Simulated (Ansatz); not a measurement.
# Si: the cost of one run

Computed with Ansatz 0.2.0 (DFT LDA, scalar-relativistic, plane waves, PAW, unless a step's input says otherwise).

**1. Starting point**

Symmetry: Fd-3m, No. 227, cubic system. The conventional cell has a = 5.444 Å, b = 5.444 Å, c = 5.444 Å, α = 90.00°, β = 90.00°, γ = 90.00°. Si (site symmetry -43m) has 4 Si at 2.36 Å as nearest neighbours.

As a file:

```xyz
2
Lattice="0.0000 2.7219 2.7219 2.7219 0.0000 2.7219 2.7219 2.7219 0.0000" Properties=species:S:1:pos:R:3 pbc="T T T"
Si    4.0828    4.0828    4.0828
Si    2.7219    2.7219    2.7219
```

Source of the structure: the Materials Project (structure only).

(A quick probe on a coarse mesh, which set the mesh and smearing, is not shown.)

**3. The relaxation**

Contents of input.yaml:

```yaml
crystal:
  lattice:
    - [0.0, 2.72185119, 2.72185119]
    - [2.72185119, 0.0, 2.72185119]
    - [2.72185119, 2.72185119, 0.0]
  atoms:
    - { symbol: Si, position: [0.75, 0.75, 0.75] }
    - { symbol: Si, position: [0.5, 0.5, 0.5] }
basis:
  ecutwfc: 420
kpoints:
  mp_grid: { grid: [8, 8, 8] }
hamiltonian:
  xc: lda
scf:
  occupations: { method: gaussian, width: 0.02 }
output:
  forces: true
  stress: true
  eigenvalues: true
relax:
  adjacent_minimum: "off"
  f_tol: 0.005
  max_steps: 80
  cell: { stress_tol: 0.05 }
```

Run with:

```console
$ ansatz run input.yaml --threads 4 --pin off --max-ram 10240MiB --backend cpu --events-out ev --progress --plain --runs-dir out
```

**Question.** How long does this run take on 4 threads of Arm Neoverse V1, shared host, and how much memory does it need?

About 1.1 s, with a peak of 0.28 GiB.
